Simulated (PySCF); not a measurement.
**One shape, several levels: AlSiNH5Br (SMILES [AlH2][NH][SiH2]Br)**

We compute a comparison of 4 runs (HF/3-21G, B3LYP/6-31G*, B2PLYP/pcseg-1) of AlSiNH5Br. Input form: a Python script.

The calculation is run with PySCF 2.14.0.

1 further run of the same task is left out (for a known fault of the program).

## Step 1: The system as given

AlSiNH5Br has 9 atoms, charge 0, and is taken as a singlet. SMILES: `[AlH2][NH][SiH2]Br`. The coordinates come from a PBE0-D4/def2-TZVP relaxation. This is one conformer, not always the lowest.

Bond lengths: Al1–N2 1.791 Å, N2–Si3 1.708 Å, Si3–Br4 2.236 Å, Al1–H5 1.578 Å, Al1–H6 1.581 Å, N2–H7 1.013 Å, Si3–H8 1.481 Å, Si3–H9 1.479 Å. Some angles: Al1–N2–Si3 128.4°, N2–Si3–Br4 112.4°, Al1–N2–H7 116.7°, Si3–N2–H7 114.7°, N2–Al1–H5 117.3°, N2–Al1–H6 117.2°, N2–Si3–H8 112.2°, N2–Si3–H9 108.3°, Br4–Si3–H8 104.9°, Br4–Si3–H9 106.9°.

## Step 2: Energy and gradient at HF/3-21G (run 1)

Contents of input.py:

```python
from pyscf import gto, scf

mol = gto.M(
    atom='''
Al    -0.458826     3.392058    -0.121320
N     -0.118675     0.295364     1.199031
Si     0.050078    -2.535635    -0.342607
Br     3.999416    -4.026817    -0.538005
H     -0.797842     3.589346    -3.078175
H     -0.434259     5.698280     1.776721
H      0.147021     0.192374     3.091403
H     -1.413326    -4.536854     0.956201
H     -0.806157    -2.155611    -2.975752
''',
    basis='3-21g',
    verbose=4,
    unit='bohr',
    charge=0,
    spin=0,
    max_memory=1860,
)

mf = scf.RHF(mol)
mf.conv_tol = 1e-10
mf.kernel()
if not mf.converged:
    mf = mf.newton().run(mf.mo_coeff, mf.mo_occ)

energy = mf.e_tot
print('Final energy', energy)
grad = mf.nuc_grad_method().kernel()
mf.analyze()
```

Launch:

```console
$ OMP_NUM_THREADS=1 python input.py
```

Log:

```text
PySCF version 2.14.0

[... 77 lines left out ...]
One-electron Energy =                -5106.476129240189039
[... 8 lines left out ...]
MO #4   energy= -58.0697540908032  occ= 2
[... 6 lines left out ...]
MO #11  energy= -7.32687305491098  occ= 2
[... 6 lines left out ...]
MO #18  energy= -3.18233155968117  occ= 2
[... 6 lines left out ...]
MO #25  energy= -3.05170401051811  occ= 2
[... 6 lines left out ...]
MO #32  energy= -0.500670717989415 occ= 2
[... 6 lines left out ...]
MO #39  energy= 0.136718220840716  occ= 0
[... 6 lines left out ...]
MO #46  energy= 0.312949488758815  occ= 0
[... 6 lines left out ...]
MO #53  energy= 0.544244076516388  occ= 0
[... 6 lines left out ...]
MO #60  energy= 1.32840192800908   occ= 0
[... 6 lines left out ...]
MO #67  energy= 2.56217609922307   occ= 0
[... 40 lines left out ...]
pop of  3 Br 4s           1.90545
pop of  3 Br 5s           0.00644
pop of  3 Br 2px          1.99997
pop of  3 Br 2py          1.99998
pop of  3 Br 2pz          1.99998
pop of  3 Br 3px          1.99976
pop of  3 Br 3py          1.99984
pop of  3 Br 3pz          1.99985
pop of  3 Br 4px          1.55433
pop of  3 Br 4py          1.88962
pop of  3 Br 4pz          1.94781
pop of  3 Br 5px          0.00160
pop of  3 Br 5py          0.00120
pop of  3 Br 5pz          0.00159
pop of  3 Br 3dxy         1.99974
pop of  3 Br 3dyz         1.99998
pop of  3 Br 3dz^2        1.99989
pop of  3 Br 3dxz         1.99986
pop of  3 Br 3dx2-y2      1.99976
pop of  4 H 1s            1.15340
pop of  4 H 2s            0.00039
pop of  5 H 1s            1.15303
pop of  5 H 2s            0.00032
pop of  6 H 1s            0.76918
pop of  6 H 2s            0.00889
pop of  7 H 1s            1.11521
pop of  7 H 2s            0.00270
pop of  8 H 1s            1.10888
pop of  8 H 2s            0.00233
 ** Mulliken atomic charges  **
charge of    0Al =      0.64563
charge of    1N =     -0.81191
charge of    2Si =      0.78646
charge of    3Br =     -0.30586
charge of    4H =     -0.15378
charge of    5H =     -0.15335
charge of    6H =      0.22194
charge of    7H =     -0.11792
charge of    8H =     -0.11121
Dipole moment(X, Y, Z, Debye): -2.14972,  1.46630,  1.09006
```

Run time: 3.3 s. Hardware: 1 thread of Arm Neoverse V1, shared host; peak memory 0.14 GiB.

## Step 3: Energy and forces at B3LYP/6-31G(d) (spherical functions) (run 2)

Contents of run.py:

```python
import pyscf.grad
from pyscf import gto, dft

molecule = gto.Mole()
molecule.atom = '''
Al    -0.242800     1.795000    -0.064200
N     -0.062800     0.156300     0.634500
Si     0.026500    -1.341800    -0.181300
Br     2.116400    -2.130900    -0.284700
H     -0.422200     1.899400    -1.628900
H     -0.229800     3.015400     0.940200
H      0.077800     0.101800     1.635900
H     -0.747900    -2.400800     0.506000
H     -0.426600    -1.140700    -1.574700
'''
molecule.basis = '6-31g*'
molecule.max_memory = 1860
molecule.verbose = 4
molecule.spin = 0
molecule.build()

mf = dft.RKS(molecule, xc='b3lyp')
mf.grids.level = 5
mf.conv_tol = 1e-10
mf.kernel()
if not mf.converged:
    mf = mf.newton().run(mf.mo_coeff, mf.mo_occ)

e_tot = mf.e_tot
print('E = %.10f Eh' % e_tot)
grad = mf.Gradients().kernel()
dip = mf.dip_moment()
pop, q = mf.mulliken_pop()
```

Launch:

```console
$ OMP_NUM_THREADS=1 python run.py
```

Log:

```text
PySCF version 2.14.0

[... 77 lines left out ...]
converged SCF energy = -3163.65086363316
[... 13 lines left out ...]
Dipole moment(X, Y, Z, Debye): -1.58734,  1.17737,  1.10053
[... 63 lines left out ...]
pop of  3 Br 4py          1.33800
pop of  3 Br 4pz          1.36179
pop of  3 Br 5px          0.34371
pop of  3 Br 5py          0.53662
pop of  3 Br 5pz          0.56900
pop of  3 Br 3dxy         1.38876
pop of  3 Br 3dyz         1.38969
pop of  3 Br 3dz^2        1.38953
pop of  3 Br 3dxz         1.38877
pop of  3 Br 3dx2-y2      1.38879
pop of  3 Br 4dxy         0.58387
pop of  3 Br 4dyz         0.58351
pop of  3 Br 4dz^2        0.58349
pop of  3 Br 4dxz         0.58404
pop of  3 Br 4dx2-y2      0.58385
pop of  3 Br 5dxy         0.03447
pop of  3 Br 5dyz         0.02735
pop of  3 Br 5dz^2        0.03061
pop of  3 Br 5dxz         0.03069
pop of  3 Br 5dx2-y2      0.03507
pop of  4 H 1s            0.49276
pop of  4 H 2s            0.59358
pop of  5 H 1s            0.49272
pop of  5 H 2s            0.60083
pop of  6 H 1s            0.49773
pop of  6 H 2s            0.15167
pop of  7 H 1s            0.51396
pop of  7 H 2s            0.54876
pop of  8 H 1s            0.51392
pop of  8 H 2s            0.54965
 ** Mulliken atomic charges  **
charge of    0Al =      0.45351
charge of    1N =     -0.81823
charge of    2Si =      0.59735
charge of    3Br =     -0.27704
charge of    4H =     -0.08635
charge of    5H =     -0.09355
charge of    6H =      0.35060
charge of    7H =     -0.06272
charge of    8H =     -0.06357
```

Wall time 48 s (1 thread of Arm Neoverse V1, shared host); peak memory 0.91 GiB.

Run 3 isn't shown in full; the table further down has it.

## Step 4: The energy at B2PLYP/pcseg-1 (run 4)

Contents of job.py:

```python
from pyscf import gto, dft, mp

molecule = gto.Mole()
molecule.atom = '''
Al    -0.242800     1.795000    -0.064200
N     -0.062800     0.156300     0.634500
Si     0.026500    -1.341800    -0.181300
Br     2.116400    -2.130900    -0.284700
H     -0.422200     1.899400    -1.628900
H     -0.229800     3.015400     0.940200
H      0.077800     0.101800     1.635900
H     -0.747900    -2.400800     0.506000
H     -0.426600    -1.140700    -1.574700
'''
molecule.verbose = 3
molecule.basis = 'pcseg-1'
molecule.max_memory = 1860
molecule.build()

mf = dft.RKS(molecule)
mf.xc = '0.53*HF + 0.47*B88, 0.73*LYP'
mf.conv_tol = 1e-10
mf.grids.level = 5
mf.kernel()
if not mf.converged:
    mf = mf.newton().run(mf.mo_coeff, mf.mo_occ)

pt = mp.MP2(mf, frozen=20).run()
energy = mf.e_tot + 0.27 * pt.e_corr
print('PT2 part  %.8f' % (0.27 * pt.e_corr))
print(f'total energy: {energy:.8f} hartree')
mf.analyze()
```

Launch:

```console
$ OMP_NUM_THREADS=1 python job.py
```

Log:

```text
converged SCF energy = -3162.69138434498
[... 7 lines left out ...]
MO #3   energy= -63.5233352037357  occ= 2
[... 8 lines left out ...]
MO #12  energy= -6.89021017244513  occ= 2
[... 8 lines left out ...]
MO #21  energy= -2.86092717868258  occ= 2
[... 8 lines left out ...]
MO #30  energy= -0.486122369990216 occ= 2
[... 8 lines left out ...]
MO #39  energy= 0.0407857428041631 occ= 0
[... 8 lines left out ...]
MO #48  energy= 0.202719334635444  occ= 0
[... 8 lines left out ...]
MO #57  energy= 0.519167240761632  occ= 0
[... 8 lines left out ...]
MO #66  energy= 0.681285231025571  occ= 0
[... 8 lines left out ...]
MO #75  energy= 0.940817847840731  occ= 0
[... 8 lines left out ...]
MO #84  energy= 1.96879205430056   occ= 0
[... 8 lines left out ...]
MO #93  energy= 2.29659231943152   occ= 0
[... 8 lines left out ...]
MO #102 energy= 3.42307967838682   occ= 0
[... 10 lines left out ...]
Dipole moment(X, Y, Z, Debye): -1.54860,  1.29069,  0.94855
```

Wall time 34 s (1 thread of Arm Neoverse V1, shared host); peak memory 0.55 GiB.

## Step 5: The series

| run | level | integration grid | Cartesian functions | energy (Eh) | dipole moment (D) | HOMO energy (eV) | LUMO energy (eV) | wall time |
| --- | --- | --- | --- | --- | --- | --- | --- | --- |
| 1 | HF/3-21G | – | no | -3145.170350 | 2.82 | -10.79 | 1.55 | 3.3 s |
| 2 | B3LYP/6-31G* (spherical functions) | 5 | no | -3163.650864 | 2.26 | -7.72 | -1.32 | 48 s |
| 3 | B3LYP/6-31G* (Cartesian functions) | 5 | yes | -3163.663831 | 2.25 | -7.72 | -1.32 | 50 s |
| 4 | B2PLYP/pcseg-1 | 5 | no | -3162.838445 | 2.23 | -9.14 | -0.25 | 34 s |

## Step 6: What came out

| quantity | value |
| --- | --- |
| run 4: total energy | -3162.83845 Eh |
| run 4: dipole moment (SCF part) | 2.23 D |
| run 4: HOMO energy (SCF part's orbitals) | -9.14 eV |
| run 4: LUMO energy (SCF part's orbitals) | -0.25 eV |
| run 4: HOMO–LUMO gap (SCF part's orbitals) | 8.89 eV |

The dipole moment (its size) runs from 2.23 D (B2PLYP/pcseg-1) to 2.82 D (HF/3-21G). The two ends differ in method and basis. A double hybrid's value is that of its SCF part. The HOMO–LUMO gap runs from 6.40 eV (B3LYP/6-31G*) to 12.34 eV (HF/3-21G). Totals of different functionals can't be ranked against each other. All runs together took 2.3 min, the longest 50 s.
